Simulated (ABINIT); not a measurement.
Crystal: LiY3.

```
Y Li
1.0
     0.00000    3.89985    3.89985
     3.89985    0.00000    3.89985
     3.89985    3.89985    0.00000
Y Li
3 1
Cartesian
  3.8999 3.8999 3.8999
  5.8498 5.8498 5.8498
  1.9499 1.9499 1.9499
  0.0000 0.0000 0.0000
```

The cell comes from a database or a generator and needn't be the stable form of this composition.

| Property | Result |
| --- | --- |
| Program | ABINIT 10.8.3 (patched build) |
| Task | single point |
| Functional | PBE |
| Potentials or basis | JTH PAW PBE v2.0 |
| Cutoff | 435 eV |
| k mesh | 6 × 6 × 6 |
| Occupations | fermi-dirac, width 0.05 eV |
| Spin | no spin polarisation |

On this cell: pressure -0.1 GPa; largest force zero by symmetry; band gap on the k mesh none (metal or under the smearing width).

The same run follows on a disturbed copy (atoms moved at random, drawn with an rms of 0.05 Å):

```xyz
4
Lattice="0.0000 3.8999 3.8999 3.8999 0.0000 3.8999 3.8999 3.8999 0.0000" Properties=species:S:1:pos:R:3 pbc="T T T"
Y     3.9052    3.8749    3.9084
Y     5.8385    5.8387    5.8847
Y     1.9475    1.9644    1.9041
Li   -0.0509   -0.0272    0.0209
```

Task: What does the disturbed cell give?

Result: The energy (extrapolated to zero smearing) moves by +2.9 meV/atom; pressure 0.0 GPa; largest force 0.234 eV/Å; band gap on the k mesh none (metal or under the smearing width).

Forces on the atoms (eV/Å):
```
Y   -0.037  0.095 -0.052
Y   -0.002 -0.028 -0.097
Y   -0.034 -0.124  0.196
Li   0.073  0.057 -0.047
```

Stress tensor (GPa, compression positive):
```
-0.05 -0.22  0.06
-0.22 -0.05  0.00
 0.06  0.00 -0.01
```
